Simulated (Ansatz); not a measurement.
## CH5B, SMILES BC: the interaction energy of a dimer with the counterpoise correction, step by step

Computed with Ansatz's Python interface.

The cells in order, each with its output:

```python
import ansatz as az

BASIS = "cc-pVDZ"
FUNCTIONAL = "r2scan"
VDW = "d4"

FIRST = [
    ("B", (-0.2201, -0.9003, 0.0519)),
    ("C", (0.1732, 0.6622, -0.0269)),
    ("H", (0.3978, -1.6517, 0.5458)),
    ("H", (-1.2246, -1.183, -0.4325)),
    ("H", (0.3139, 1.0486, 0.9859)),
    ("H", (1.1346, 0.7616, -0.5813)),
    ("H", (-0.5745, 1.2624, -0.543)),
]
SECOND = [
    ("B", (-0.2157, 1.1719, 4.0343)),
    ("C", (-0.6013, -0.375, 4.2812)),
    ("H", (-0.5972, 1.9915, 4.6451)),
    ("H", (0.5209, 1.367, 3.1724)),
    ("H", (-0.3363, -0.6522, 5.3048)),
    ("H", (-1.702, -0.4938, 4.1551)),
    ("H", (-0.1095, -1.0513, 3.5838)),
]
```

```python
def energy(atoms, ghosts=()):
    molecule = az.Crystal.molecule()
    for symbol, xyz in atoms:
        molecule = molecule.atom(symbol, xyz)
    calc = (
        molecule.calculation()
        .basis(gaussian=BASIS)
        .functional(FUNCTIONAL, dispersion=VDW)
    )
    deck = calc.input()
    if ghosts:
        deck = deck.set(az.key.basis.gaussian.ghost_atoms, [{"symbol": s, "position_ang": list(xyz)} for s, xyz in ghosts])
    return az.Session.from_dict(deck).plan().execute().report["free_energy_ev"]
```

```python
both = energy(FIRST + SECOND)
alone = energy(FIRST) + energy(SECOND)
ghosted = energy(FIRST, SECOND) + energy(SECOND, FIRST)
print(f"dimer {both:.6f} eV")
print(f"interaction, uncorrected   {(both - alone):8.3f} eV")
print(f"interaction, counterpoise  {(both - ghosted):8.3f} eV")
print(f"basis-set superposition    {(alone - ghosted):8.3f} eV")
```

    dimer -3585.145355 eV
    interaction, uncorrected     -0.021 eV
    interaction, counterpoise    -0.017 eV
    basis-set superposition       0.005 eV

Uncorrected it is -0.021 eV, with the counterpoise correction -0.017 eV; the difference, 0.00 eV, is the superposition error.

Reading the output:
- Total energies depend on the basis set; only differences at equal settings carry meaning.
- The dimer is a generated trial pose of unrelaxed monomers, not a minimum, so the figure is no binding energy, and the basis set is small.
- Run time: 15 s on 1 thread of Arm Neoverse V1, with other jobs on the host, peak memory 0.21 GiB.
